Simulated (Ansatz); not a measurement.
BeH (charge -1), a scan of the bond length

Program: the Ansatz DFT code, driven from Python.

Run as a notebook:

**Cell 1**
```python
import ansatz as az
from ase.data import atomic_masses, atomic_numbers
import numpy as np

GEOMETRY = '''
Be    0.00000    0.00000    0.00000
H     0.00000    0.00000    1.38000
'''
```

**Cell 2**
```python
system = az.Crystal.molecule()
for line in GEOMETRY.strip().splitlines():
    symbol, *xyz = line.split()
    system = system.atom(symbol, [float(v) for v in xyz])
```

**Cell 3**
```python
symbols = [site.symbol for site in system.cartesian_sites]
start = np.array([site.position_ang for site in system.cartesian_sites])
axis = (start[1] - start[0]) / np.linalg.norm(start[1] - start[0])
moving = [1]
lengths, energies = [1.214, 1.27, 1.325, 1.38, 1.435, 1.49, 1.546, 1.628], []
for length in lengths:
    xyz = start.copy()
    xyz[moving] += (length - np.linalg.norm(start[1] - start[0])) * axis
    point = az.Crystal.molecule()
    for symbol, place in zip(symbols, xyz):
        point = point.atom(symbol, place.tolist())
    setup = point.calculation()
    setup = setup.basis(gaussian='6-31G*').functional('pbe')
    setup = setup.charge(-1)
    summary = setup.run(threads=1, backend='cpu').report
    energies.append(summary['free_energy_ev'])
    print(f'r = {length:6.3f} A  E = {energies[-1]:.5f} eV  <S^2> = {abs(summary["mean_field"]["state"]["spin_squared"]):.3f}')
```
Output:
```text
r =  1.214 A  E = -412.88404 eV  <S^2> = 0.000
r =  1.270 A  E = -413.07563 eV  <S^2> = 0.000
r =  1.325 A  E = -413.20681 eV  <S^2> = 0.000
r =  1.380 A  E = -413.29352 eV  <S^2> = 0.000
r =  1.435 A  E = -413.34524 eV  <S^2> = 0.000
r =  1.490 A  E = -413.36953 eV  <S^2> = 0.000
r =  1.546 A  E = -413.37230 eV  <S^2> = 0.000
r =  1.628 A  E = -413.34655 eV  <S^2> = 0.000
```

**Cell 4**
```python
fit = np.polynomial.Polynomial.fit(lengths, np.array(energies) - min(energies), 4).convert()
roots = [r.real for r in fit.deriv().roots() if abs(r.imag) < 1e-9 and fit.deriv(2)(r.real) > 0]
r_e = min(roots, key=lambda r: abs(r - lengths[int(np.argmin(energies))]))
print(f'minimum of the fit at {r_e:.4f} A, force constant {fit.deriv(2)(r_e):.2f} eV/A^2')
m1, m2 = (atomic_masses[atomic_numbers[s]] for s in symbols)
mu = m1 * m2 / (m1 + m2)
print(f'harmonic wavenumber {521.4709 * np.sqrt(fit.deriv(2)(r_e) / mu):.0f} 1/cm, rotational constant {16.857629 / (mu * r_e ** 2):.4f} 1/cm')
```
Output:
```text
minimum of the fit at 1.5263 A, force constant 5.91 eV/A^2
harmonic wavenumber 1332 1/cm, rotational constant 7.9818 1/cm
```

The lowest point is at 1.546 Å. At the shortest distance (1.21 Å) the energy is 0.49 eV higher, at the longest (1.63 Å) 0.03 eV.

Caveats:
- Total energies depend on the basis set; only differences at equal settings carry meaning.
- The basis set is modest, and single-reference methods fail as a bond breaks.
- The orbitals are restricted, so S² is zero by construction.
- Anions want diffuse functions, which this basis lacks.
- Wall time of the script: 1.3 s on 1 thread of Arm Neoverse V2, with other jobs on the host, peak memory 0.14 GiB.
